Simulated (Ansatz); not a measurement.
# Ta4NiO11 (Cmmm) in Ansatz: band structure with RPBE

Aim: the band structure of Ta4NiO11 with RPBE.

Program: Ansatz 0.2.0. These are calculated values, not measurements. Logs are shortened: lines on timing, memory, paths and dates and some standing lists are left out, and cuts for length are marked.

### Step 1. Starting point

It takes space group Cmmm (No. 65, orthorhombic). The conventional cell has a = 3.910 Å, b = 29.659 Å, c = 3.886 Å, α = 90.00°, β = 90.00°, γ = 90.00°. Around Ta (site symmetry m2m) lie 5 O at 1.91 to 2.02 Å. Around Ta (site symmetry m2m) lie 5 O at 1.91 to 1.99 Å. Around Ni (site symmetry mmm) lie 4 O at 1.88 to 1.95 Å. O (site symmetry m2m) is surrounded by 2 Ta at 1.91 Å. O (site symmetry m2m) is surrounded by 3 Ta at 2.02 to 2.21 Å. O (site symmetry m2m) is surrounded by 1 Ni at 1.88 Å and 2 Ta at 1.99 Å. O (site symmetry mmm) is surrounded by 2 Ni at 1.95 Å and 2 Ta at 2.24 Å. O (site symmetry m2m) has 2 Ta at 1.95 Å as nearest neighbours.

The cell was built by a generator and needn't be a form met in nature.

### Step 2. Band structure, RPBE, collinear spin, ferromagnetic start

input.yaml reads:

```yaml
crystal:
  lattice:
    - [1.95495, -14.82973, 0.0]
    - [1.95495, 14.82973, 0.0]
    - [0.0, 0.0, 3.8859]
  atoms:
    - { symbol: Ta, position: [0.20437, 0.79563, 0.0] }
    - { symbol: Ta, position: [0.92451, 0.07549, 0.0] }
    - { symbol: Ta, position: [0.07549, 0.92451, 0.0] }
    - { symbol: Ta, position: [0.79563, 0.20437, 0.0] }
    - { symbol: Ni, position: [0.5, 0.5, 0.0], spin: 1.0 }
    - { symbol: O, position: [0.13987, 0.86013, 0.0] }
    - { symbol: O, position: [0.72107, 0.27893, 0.0] }
    - { symbol: O, position: [0.43645, 0.56355, 0.0] }
    - { symbol: O, position: [0.56355, 0.43645, 0.0] }
    - { symbol: O, position: [0.0, 0.0, 0.0] }
    - { symbol: O, position: [0.86013, 0.13987, 0.0] }
    - { symbol: O, position: [0.27893, 0.72107, 0.0] }
    - { symbol: O, position: [0.9279, 0.0721, 0.5] }
    - { symbol: O, position: [0.0721, 0.9279, 0.5] }
    - { symbol: O, position: [0.79436, 0.20564, 0.5] }
    - { symbol: O, position: [0.20564, 0.79436, 0.5] }
hamiltonian:
  xc: rpbe
  pseudopotentials: { kind: paw }
magnetization:
  spin_polarized: true
kpoints:
  mp_grid: { grid: [7, 7, 7] }
  band_path:
    path:
      - [[0.0, 0.0, 0.0], [0.2543445503, 0.2543445503, 0.0], [0.0, 0.5, 0.0], [0.0, 0.5, 0.5], [0.2543445503, 0.2543445503, 0.5], [0.0, 0.0, 0.5], [0.0, 0.0, 0.0], [-0.5, 0.5, 0.0], [-0.2543445503, 0.7456554497, 0.0], [-0.2543445503, 0.7456554497, 0.5], [-0.5, 0.5, 0.5], [-0.5, 0.5, 0.0]]
      - [[0.0, 0.0, 0.5], [-0.5, 0.5, 0.5]]
    npoints: 10
scf:
  occupations: { method: fermi_dirac, width: 0.05 }
  n_extra_bands: 40
output:
  forces: true
  stress: true
  eigenvalues: true
  fatbands: false
  write_density: true
  write_potential: true
  elf: true
  volumetric_format: npy
```

Potentials or basis: Ansatz PAW.

Launch:

```
> ansatz run input.yaml --threads 8 --pin off --max-ram 20480MiB --backend cpu --events-out ev --progress --plain --runs-dir out
```

What it wrote:

```text
Warning: RAYON_NUM_THREADS=8 ignored (pool sized by the plan → 8); use --threads N
basis.fft_grid_basis auto: the FFT boxes are laid along the combinations [[1, 1, 0], [0, 1, 0], [0, 0, 1]] of the cell's own vectors, 3.910, 14.958 and 3.886 Å long. The dense box has 27×100×27 points. Along the cell's own vectors, as sized, it would have 100×100×27, 3.70 times as many. Of the 8 symmetry operations that the crystal satisfies within crystal.symmetry.tolerance (time reversal apart; of a slab, those that keep its plane) the dense box along the cell's own vectors carries 8, and the one as laid loses 4 of those. basis.fft_grid_basis: typed keeps the cell's own vectors: state it where this run's energies or levels are differenced outside the engine with another run's, or held beside a run that keeps those vectors. Those combinations have planes normal to reciprocal vector 3, as the cell's own vectors have. Each planar average written beside output.write_density, output.write_potential has a row for each plane of the box: 27. The volumetric files lie along those combinations, not along the cell's own vectors: a cube or XSF file states them, and fields.json those of NumPy files.
scf.n_extra_bands = 40 over 68 filled bands (N_el = 136.0): the run solves 108 bands
Engine: ansatz 0.2.0, aarch64-unknown-linux-gnu
Pseudopotentials: kind: paw
Pseudopotential: Ta, paw, valence charge 13, recommended cutoff 420 eV (normal), Ta.paw.azcp
Pseudopotential: Ni, paw, valence charge 18, recommended cutoff 420 eV (normal), Ni.paw.azcp
Pseudopotential: O, paw, valence charge 6, recommended cutoff 420 eV (normal), O.paw.azcp
Functional definition: RPBE
  parameter kappa = 0.804
  parameter beta = 0.06672455060314922
  exchange = rpbe_x(kappa = kappa, mu = beta*pi^2/3)
  correlation = pbe_c(beta = beta)
Crystal: 16 atoms, lattice volume = 225.315 Å³
Basis set: ecut = 420 eV, 4447 PW (Γ), FFT grids on a1+a2, a2, a3, exchange–correlation on 54×200×54 points (8 copies of the dense FFT grid, shifted against one another)
Bands: 108, of which v1, the nominal top of the filled ones, is band 68 counted from 1 (67 counted from 0)
Symmetry: 8 space group operations
Space group: Cmmm (ITA 65), of the structure as read, at distance tolerance 6.1e-5 Å
Magnetic group: BNS 65.481 (UNI 579), of the structure as read, at distance tolerance 6.1e-5 Å
k-points: 64 of 343
Non-local potential: Ta, projectors of the file, l = 0: 3, l = 1: 2, l = 2: 2, l = 3: 1
Non-local potential: Ni, projectors of the file, l = 0: 3, l = 1: 2, l = 2: 3, l = 3: 1
Non-local potential: O, projectors of the file, l = 0: 2, l = 1: 2, l = 2: 1
PAW form: soft (Blöchl's): semilocal exchange-correlation on the pseudo side does not see the compensation charge
PAW frozen core: Ta, regenerated for the run's functional, and the local potential with it (the file was generated under x = pbe(κ = 0.804, μ = 0.2195149727645171), c = pbe(β = 0.06672455060314922))
PAW frozen core: Ni, regenerated for the run's functional, and the local potential with it (the file was generated under x = pbe(κ = 0.804, μ = 0.2195149727645171), c = pbe(β = 0.06672455060314922))
PAW frozen core: O, regenerated for the run's functional, and the local potential with it (the file was generated under x = pbe(κ = 0.804, μ = 0.2195149727645171), c = pbe(β = 0.06672455060314922))
PAW one-centre angular grid: Ta, 590 points (default); XC on 64 Gauss nodes
PAW one-centre angular grid: Ni, 590 points (default); XC on 64 Gauss nodes
PAW one-centre angular grid: O, 110 points (default); XC on 64 Gauss nodes
Initial density: superposition of atomic densities (chi_scale 0.1, normalization cell, long waves 35 % of neutral atoms (reshape's long-wave potential 1.35 eV rms, cloud 2.36 Å wide))
Starting moments: Σ|m| = 1 μB on 1 of 16 sites
Initial wavefunctions: pseudopotential atomic-orbital guess
Functional: x = rpbe, c = pbe(β = 0.06672455060314922)
SCF iter   1: F=—  HF=-51899.497338 eV  |F-HF|=—  |Δ(HF+E_count)|=         —  Δρ=9.28e-2 (↑4.24e-2 ↓9.28e-2)  dr2=5.33e1  dr2_m=1.91e0  M=0.001 μB ∫|m|=0.065 μB  β_m=0.30  ethr=3.10e-3  ⟨swp⟩=5.8  Hψ=55012  notcnv=0  defer=852
Mixer restart at iter 1: flushing history
preconditioner: auto → Kerker (q_TF=auto, 2.508 Å⁻¹)  [metal: Δε(μ)=0.110 eV  Ē_g=15.450 eV  σ=0.050 eV  W_gap=0.47  n_scr=64 (ndim 8)  ℏωp=24.2 eV  f_vac=0.094  D(μ)=3.57/eV (n_scr^D=16)]
[... 24 lines left out ...]
NSCF: frozen V_eff on 122 k-points
SCF converged after 21 iterations
Magnetization: 0.8541 μB (68.4271 up, 67.5729 down)
Absolute magnetization: 0.9016 μB (∫|ρ↑−ρ↓|, with the PAW one-centre terms)
Spin contamination: 0.0186 ħ² per cell (⟨S²⟩ above its minimum at these occupations)
Per-site moments (μB) at R_I (Å): [(-7.566360320612542e-6, 0.7891270076250002), (-0.001032686170595737, 0.7876588643550003), (-0.0010326861705956547, 0.7876588643550003), (-7.566360320663003e-6, 0.7891270076250002), (0.6895555875615171, 0.7775042067374998), (-0.0004688208386154657, 0.7876588643550003), (-3.635553450308601e-5, 0.8318975005336526), (0.008162274159971445, 0.7775042067374998), (0.008162274159971537, 0.7775042067374998), (0.09135637000262398, 0.8064168749999999), (-0.0004688208386154741, 0.7876588643550003), (-3.635553450297215e-5, 0.8318975005336526), (0.002580008545854081, 0.8025393020140705), (0.0025800085458541765, 0.8025393020140705), (4.4351495202611857e-5, 0.801617475166735), (4.435149520273741e-5, 0.801617475166735)]
Free energy (F): -51898.647585 eV
Harris-Foulkes:  -51898.647585 eV  (|F-HF|=4.38e-8)
Internal energy: -51898.635699 eV  (E = F + TS)
E sigma→0 (E₀):  -51898.641642 eV
Entropy (-TS):   -0.011885 eV (-0.743 meV/atom)
Fermi energy:    8.003844 eV
--- Per-component energies (eV) ---
  E_band       = -1589.797762
  E_kinetic    = 3656.794230
  E_local      = -15650.912876  (includes V_loc(G=0)·N_el)
  E_nonlocal   = 1213.045151
  E_hartree    = 6254.037945
  E_xc         = -1767.629135
  E_vxc        = -1950.564430  (∫ρ·V_xc dr)
  E_paw        = -37028.593495  (= ΣΔE_a)
  E_vpaw       = -1366.279124  (= ΣTr[D̂ρ^β])
  E_aug_tail   = 0.027442  (compensation charges beyond the density's cutoff)
  E_ewald      = -8575.019397
  E_core_change = -0.385566  (= ΣΔE_core)
  E_smearing   = -0.011885  (= −TS)
  E_closure    = -0.000000  (closes the sum)
  Σ components = -51898.647585   (vs F -51898.647585, Δ=0.00e0)
--- Forces (eV/Å), atoms counted from 1 ---
  atom   1  Ta     0.00000000     0.03639738     0.00000000
  atom   2  Ta     0.00000000     0.04305380     0.00000000
  atom   3  Ta     0.00000000    -0.04305380     0.00000000
  atom   4  Ta     0.00000000    -0.03639738     0.00000000
  atom   5  Ni     0.00000000     0.00000000     0.00000000
  atom   6  O      0.00000000    -0.01020433     0.00000000
[... 8 lines left out ...]
  atom  15  O      0.00000000    -0.02139995     0.00000000
  atom  16  O      0.00000000     0.02139995     0.00000000
  max |Σ_I F_I| component: 3.47e-17 eV/Å
--- Stress (GPa, compression-positive) ---
        3.743690       0.000000       0.000000
        0.000000       3.945065       0.000000
        0.000000       0.000000       3.328158
  P = ⅓ Tr σ = 3.6723 GPa (36.723 kbar)
--- Band table (eV; the first three rows and the last of 128) ---
  k-point 0 ↑: bands = ["-95.6967", "-61.0804", "-61.0731", "-60.9588", "-60.9588", "-56.4472", "-56.3397", "-55.2756", "-27.7812", "-27.6490", "-27.6411", "-27.5960", "-27.5808", "-27.5669", "-27.5303", "-27.5302", "-27.4574", "-27.4414", "-27.3330", "-27.3328", "-11.6379", "-11.4293", "-11.3382", "-10.7843", "-10.6621", "-10.4172", "-10.1957", "-10.1342", "-10.1168", "-10.0683", "-10.0472", "1.3457", "1.3688", "2.0061", "2.0381", "2.3519", "2.8320", "2.8461", "3.0339", "3.8068", "3.9354", "4.0117", "4.0498", "4.2088", "4.2599", "4.3555", "4.3688", "4.6301", "4.7186", "4.7515", "5.2295", "5.4269", "5.4550", "5.6391", "5.8372", "5.8740", "5.9008", "5.9319", "6.0573", "6.0817", "6.0949", "6.1039", "6.1190", "6.1795", "6.2459", "6.6773", "6.7449", "7.2316", "7.3868", "9.1012", "9.3721", "9.3925", "9.5462", "9.6016", "9.7908", "10.5446", "10.6360", "11.3082", "11.4423", "12.0607", "12.1180", "12.3070", "13.0618", "13.1085", "13.8347", "13.8990", "14.2273", "14.2840", "14.3071", "14.3676", "15.4635", "15.7612", "16.5734", "17.3441", "18.7200", "19.0717", "19.1471", "20.1578", "20.5319", "20.7729", "20.8294", "20.9816", "21.1185", "21.6521", "21.7230", "22.1588", "22.1737", "22.1802"]
  k-point 1 ↑: bands = ["-95.6967", "-61.0803", "-61.0730", "-60.9587", "-60.9587", "-56.4472", "-56.3397", "-55.2756", "-27.7803", "-27.6481", "-27.6402", "-27.5951", "-27.5799", "-27.5660", "-27.5294", "-27.5294", "-27.4790", "-27.4626", "-27.3545", "-27.3542", "-11.6176", "-11.3988", "-11.3196", "-10.7723", "-10.6546", "-10.3692", "-10.1232", "-9.9834", "-9.9043", "-9.8730", "-9.8641", "1.3535", "1.3755", "2.0214", "2.0460", "2.3682", "2.8448", "2.8601", "3.0084", "3.3865", "3.5458", "3.7513", "3.9361", "4.0189", "4.0291", "4.2163", "4.3709", "4.5987", "4.6289", "4.7319", "4.7434", "5.0028", "5.0732", "5.3462", "5.4375", "5.4547", "5.4629", "5.6566", "5.6609", "5.8053", "5.8200", "5.8244", "5.8994", "6.1469", "6.1553", "6.6243", "6.7816", "7.2442", "7.3603", "9.7828", "10.0379", "10.0508", "10.1580", "10.1688", "10.2383", "10.5743", "10.6730", "11.5531", "11.6661", "12.1292", "12.2725", "12.3152", "13.1659", "13.2877", "13.8765", "14.0880", "14.5596", "14.7281", "14.9813", "15.2185", "16.1638", "16.2368", "16.6621", "17.4799", "18.1012", "18.8440", "19.2476", "19.8668", "19.9858", "20.8347", "20.9806", "21.2377", "21.2812", "21.6379", "21.7282", "22.2763", "22.2795", "22.6369"]
  k-point 2 ↑: bands = ["-95.6967", "-61.0801", "-61.0728", "-60.9585", "-60.9585", "-56.4472", "-56.3397", "-55.2757", "-27.7781", "-27.6461", "-27.6382", "-27.5931", "-27.5780", "-27.5641", "-27.5275", "-27.5274", "-27.5270", "-27.5096", "-27.4021", "-27.4018", "-11.5815", "-11.3482", "-11.2885", "-10.7555", "-10.6417", "-10.3243", "-10.1080", "-9.4574", "-9.3539", "-9.3382", "-9.3357", "1.3718", "1.3920", "2.0598", "2.0672", "2.4088", "2.4712", "2.5647", "2.7006", "2.7779", "2.8794", "2.8976", "2.9003", "3.1759", "3.3530", "3.7341", "4.0368", "4.2290", "4.2427", "4.3566", "4.5771", "4.6106", "4.6763", "4.7340", "4.7667", "4.9823", "5.0233", "5.0311", "5.1772", "5.2156", "5.4285", "5.8253", "6.1303", "6.3866", "6.4064", "6.5988", "6.8555", "7.2918", "7.3219", "10.5257", "10.6176", "11.1318", "11.2841", "11.3195", "11.3209", "11.3510", "11.4318", "12.1552", "12.3269", "12.3343", "12.3728", "12.8390", "13.3355", "13.5979", "13.9694", "14.4759", "14.8366", "14.9667", "15.8221", "16.3927", "16.5479", "17.3047", "17.4546", "17.5621", "17.8383", "18.4491", "18.5125", "19.9908", "20.0839", "20.9362", "20.9808", "21.2571", "21.6202", "21.9422", "21.9811", "22.0843", "22.3329", "22.6518"]
  k-point 63 ↓: bands = ["-94.7893", "-61.0799", "-61.0726", "-60.9594", "-60.9594", "-55.5234", "-55.3320", "-54.5450", "-27.7760", "-27.6485", "-27.6365", "-27.5829", "-27.5765", "-27.5699", "-27.5649", "-27.5469", "-27.5276", "-27.5275", "-27.4417", "-27.4413", "-11.5158", "-11.3398", "-11.2397", "-10.7504", "-10.5570", "-10.2332", "-10.1004", "-8.9506", "-8.8321", "-8.8220", "-8.8197", "1.1258", "1.3992", "1.4964", "1.5458", "1.5574", "2.0017", "2.0911", "2.3056", "2.4157", "2.4820", "2.4955", "2.6779", "2.9701", "3.4015", "3.5551", "3.7485", "4.0950", "4.2098", "4.2302", "4.3765", "4.4284", "4.4741", "4.5142", "4.5645", "4.7684", "4.7993", "4.8864", "4.9220", "5.2269", "5.2877", "5.7562", "6.4798", "6.6909", "6.9184", "7.2859", "7.3453", "7.6769", "8.6010", "10.5348", "10.7015", "12.0905", "12.1755", "12.2289", "12.2531", "12.2621", "12.2692", "12.3285", "12.3592", "13.0361", "13.0788", "13.3090", "13.7310", "14.0836", "14.3277", "14.5325", "14.5579", "15.0694", "16.0449", "16.1640", "16.7911", "17.4684", "17.5310", "17.8355", "17.9577", "18.0846", "18.9008", "19.9288", "20.7374", "20.8457", "21.1640", "21.2910", "21.6785", "21.7044", "22.0485", "22.1159", "22.4407", "22.6570"]
```

Wall time 80 s (8 threads of Arm Neoverse V2, shared host); peak memory 3.1 GiB.

What came out:

```yaml
Free_energy: -51898.6476 eV
Pressure: 3.7 GPa
Largest_force: 0.194 eV/Å
Band_gap_on_the_k_mesh: none (metal or under the smearing width)
Net_moment: 0.85 μB per cell
Absolute_moment: 0.90 μB per cell
Site_moments: Ta -0.00; Ni +0.69; O -0.00, +0.01, +0.09, +0.00 μB
```

Forces on the atoms (eV/Å):
```
Ta   0.000  0.036  0.000
Ta   0.000  0.043  0.000
Ta   0.000 -0.043  0.000
Ta   0.000 -0.036  0.000
Ni   0.000  0.000  0.000
O    0.000 -0.010  0.000
O    0.000  0.054  0.000
O    0.000  0.194  0.000
O    0.000 -0.194  0.000
O    0.000  0.000  0.000
O    0.000  0.010  0.000
O    0.000 -0.054  0.000
O    0.000 -0.009  0.000
O    0.000  0.009  0.000
O    0.000 -0.021  0.000
O    0.000  0.021  0.000
```

Levels at the corners of the path, in eV from the Fermi level:
Spin up:
| point | band 66 | band 67 | band 68 | band 69 | band 70 | band 71 |
| --- | --- | --- | --- | --- | --- | --- |
| Γ | -1.33 | -1.26 | -0.77 | -0.62 | 1.10 | 1.37 |
| X | -1.05 | -0.95 | -0.68 | 1.01 | 1.45 | 1.68 |
| S | -1.05 | -0.95 | -0.68 | 1.01 | 1.46 | 1.67 |
| R | -0.86 | -0.58 | -0.41 | 1.06 | 2.45 | 2.60 |
| A | -0.86 | -0.58 | -0.41 | 1.06 | 2.46 | 2.59 |
| Z | -1.35 | -1.09 | -0.71 | -0.63 | 2.57 | 2.65 |
| Γ | -1.33 | -1.26 | -0.77 | -0.62 | 1.10 | 1.37 |
| Y | -1.33 | -1.26 | -0.77 | -0.62 | 1.10 | 1.36 |
| X1 | -1.05 | -0.95 | -0.68 | 1.01 | 1.45 | 1.68 |
| A1 | -0.86 | -0.58 | -0.41 | 1.06 | 2.46 | 2.59 |
| T | -1.35 | -1.09 | -0.71 | -0.63 | 2.53 | 2.70 |
| Y | -1.33 | -1.26 | -0.77 | -0.62 | 1.10 | 1.36 |
| Z | -1.35 | -1.09 | -0.71 | -0.63 | 2.57 | 2.65 |
| T | -1.35 | -1.09 | -0.71 | -0.63 | 2.53 | 2.70 |
Spin down:
```
point  band 66  band 67  band 68  band 69  band 70  band 71
    Γ    -0.90    -0.72    -0.26     0.42     1.10     1.36
    X    -0.71    -0.54     0.34     1.45     1.69     1.70
    S    -0.71    -0.54     0.34     1.46     1.69     1.70
    R    -0.31    -0.15     0.39     1.75     2.46     2.77
    A    -0.31    -0.15     0.39     1.74     2.46     2.76
    Z    -0.72    -0.65    -0.33     0.61     2.58     2.66
    Γ    -0.90    -0.72    -0.26     0.42     1.10     1.36
    Y    -0.90    -0.72    -0.26     0.42     1.10     1.36
   X1    -0.71    -0.54     0.34     1.45     1.69     1.70
   A1    -0.31    -0.15     0.39     1.74     2.46     2.76
    T    -0.72    -0.65    -0.33     0.61     2.53     2.70
    Y    -0.90    -0.72    -0.26     0.42     1.10     1.36
    Z    -0.72    -0.65    -0.33     0.61     2.58     2.66
    T    -0.72    -0.65    -0.33     0.61     2.53     2.70
```

Caveat: the pressure holds a Pulay correction of +0.5 GPa for the finite cutoff; spin-orbit coupling is left out, which moves the levels of the heavy elements; a cell with one magnetic atom can't hold antiferromagnetic order, which such compounds often take; semilocal functionals often make such compounds metallic where correlation or magnetic order opens a gap, which also shifts bond lengths; the PAW data sets come from PBE, with cores solved anew for the run's functional, which leaves a small shift of forces and pressure.
